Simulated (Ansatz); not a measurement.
# EuPdGe3: the cost of one run

Program: Ansatz 0.2.0. Level of theory: DFT PBEsol, scalar-relativistic, plane waves, PAW. These are calculated values, not measurements.

1 further run of the same task is left out (set aside as unsound or not needed). Runs told in other sessions of the task aren't counted.

**1. Starting point**

The cell holds 19 atoms (Eu4Ge12Pd3): a = 6.254 Å, b = 6.254 Å, c = 9.996 Å, α = 90.00°, β = 90.00°, γ = 90.00°.

The coordinates of this cell stand in the input of its own run.

The host was relaxed before at PBEsol: a = 4.423 Å, b = 4.423 Å, c = 9.996 Å, α = 90.00°, β = 90.00°, γ = 90.00° (conventional cell), 19.550 Å³/atom.

Places, in fractions of the supercell: a vacancy on Pd at (0.000, 0.000, 0.351). Its neighbours start displaced at random, with a spread of 0.05 Å in each coordinate.

**2. The perfect crystal in the supercell of 20 atoms**

Input file input.yaml:

```yaml
crystal:
  lattice:
    - [4.4225163487, -4.4225163487, 0.0]
    - [-4.4225163487, -4.4225163487, 0.0]
    - [0.0, 0.0, -9.9957461961]
  atoms:
    - { symbol: Eu, position: [0.0, 0.0, 0.0004012845], spin: 7.39 }
    - { symbol: Eu, position: [0.5, 0.0, 0.5004012845], spin: 7.39 }
    - { symbol: Eu, position: [0.5, 0.5, 0.0004012845], spin: 7.39 }
    - { symbol: Eu, position: [0.0, 0.5, 0.5004012845], spin: 7.39 }
    - { symbol: Ge, position: [0.25, 0.25, 0.2410468378] }
    - { symbol: Ge, position: [0.75, 0.25, 0.7410468378] }
    - { symbol: Ge, position: [0.75, 0.75, 0.2410468378] }
    - { symbol: Ge, position: [0.25, 0.75, 0.7410468378] }
    - { symbol: Ge, position: [0.75, 0.25, 0.2410468378] }
    - { symbol: Ge, position: [0.25, 0.25, 0.7410468378] }
    - { symbol: Ge, position: [0.25, 0.75, 0.2410468378] }
    - { symbol: Ge, position: [0.75, 0.75, 0.7410468378] }
    - { symbol: Ge, position: [0.0, 0.0, 0.5934087944] }
    - { symbol: Ge, position: [0.5, 0.0, 0.0934087944] }
    - { symbol: Ge, position: [0.5, 0.5, 0.5934087944] }
    - { symbol: Ge, position: [0.0, 0.5, 0.0934087944] }
    - { symbol: Pd, position: [0.0, 0.0, 0.3510952356] }
    - { symbol: Pd, position: [0.5, 0.0, 0.8510952356] }
    - { symbol: Pd, position: [0.5, 0.5, 0.3510952356] }
    - { symbol: Pd, position: [0.0, 0.5, 0.8510952356] }
basis:
  ecutwfc: 420
  xc_grid: 2
kpoints:
  mp_grid: { grid: [4, 4, 2], shift: [0.5, 0.5, 0.5] }
hamiltonian:
  xc: pbesol
scf:
  occupations: { method: gaussian, width: 0.05 }
  lower_state_search: "off"
output:
  forces: true
  stress: true
  eigenvalues: true
  populations: true
  hubbard: { sites: [{ species: Eu, l: f }] }
magnetization:
  spin_polarized: true
```

Launch:

```bash
> ansatz run input.yaml --threads 8 --pin off --max-ram 14336MiB --backend cpu --events-out ev --progress --plain --runs-dir out
```

**Question.** How long does this run take on 8 threads of Arm Neoverse V1, shared host, and how much memory does it need?

About 25 s, with a peak of 2.4 GiB.
